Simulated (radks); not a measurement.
# Ionisation of Au: one atom, several choices of functional

An exercise on one series of results from a longer session: the logs are not shown, and one member is left open.

Program: radks (a radial shooting solver on a logarithmic mesh, Libxc functionals) version 1. Level of theory: Dirac Kohn-Sham, spin-unpolarised, spherical densities, point nucleus. These are calculated values, not measurements, unless marked.

## The atom as given

| Property | Result |
| --- | --- |
| element | gold (Z = 79) |
| charge | 0 |
| electrons | 79 |
| configuration | [Xe] 4f14 5d10 6s1 |
| ion | Au⁺, [Xe] 4f14 5d10 |
| choices | exchange-only PBE; exchange-only LDA; SOGGA; PBE; OLYP; BLYP; RPBE |

Outer shells as boxes (Hund's rule):

Au
```
[Xe] core
4f [↑↓][↑↓][↑↓][↑↓][↑↓][↑↓][↑↓]
5d [↑↓][↑↓][↑↓][↑↓][↑↓]
6s [↑ ]
```

Au⁺
```
[Xe] core
4f [↑↓][↑↓][↑↓][↑↓][↑↓][↑↓][↑↓]
5d [↑↓][↑↓][↑↓][↑↓][↑↓]
```

Set-up of the first run:

Settings of this run:

```text
Z 79
configuration [Xe] 4f14 5d10 6s1
relativity Dirac
functional pbe,
spin unpolarised
j_filling energy
nucleus point
c 137.035999084
```

Steps of the session up to this table: exchange-only PBE: Au; exchange-only PBE: Au⁺; exchange-only LDA: Au; exchange-only LDA: Au⁺; SOGGA: Au; SOGGA: Au⁺; PBE: Au; PBE: Au⁺; OLYP: Au; OLYP: Au⁺; BLYP: Au; BLYP: Au⁺; RPBE: Au; RPBE: Au⁺.

One of the session's tables, all rows but one given; the rest of the session is left out.

| functional | Δ-SCF (eV) | −ε(HOMO) (eV) | <r> HOMO (bohr) |
| --- | --- | --- | --- |
| exchange-only PBE | 8.770 | 5.126 | 2.947 |
| exchange-only LDA | ? | ? | ? |
| SOGGA | 9.331 | 5.697 | 2.852 |
| PBE | 9.427 | 5.780 | 2.867 |
| OLYP | 9.090 | 5.437 | 2.908 |
| BLYP | 9.484 | 5.792 | 2.877 |
| RPBE | 9.297 | 5.664 | 2.885 |

Q: Estimate the row for exchange-only LDA from the others.

The run gave: Δ-SCF (eV): 8.706; −ε(HOMO) (eV): 5.068; <r> HOMO (bohr): 2.896. In the column «Δ-SCF (eV)» it is the lowest.

Spin polarisation and multiplet splitting are left out, so open shells lie too high by an amount that depends on their filling.
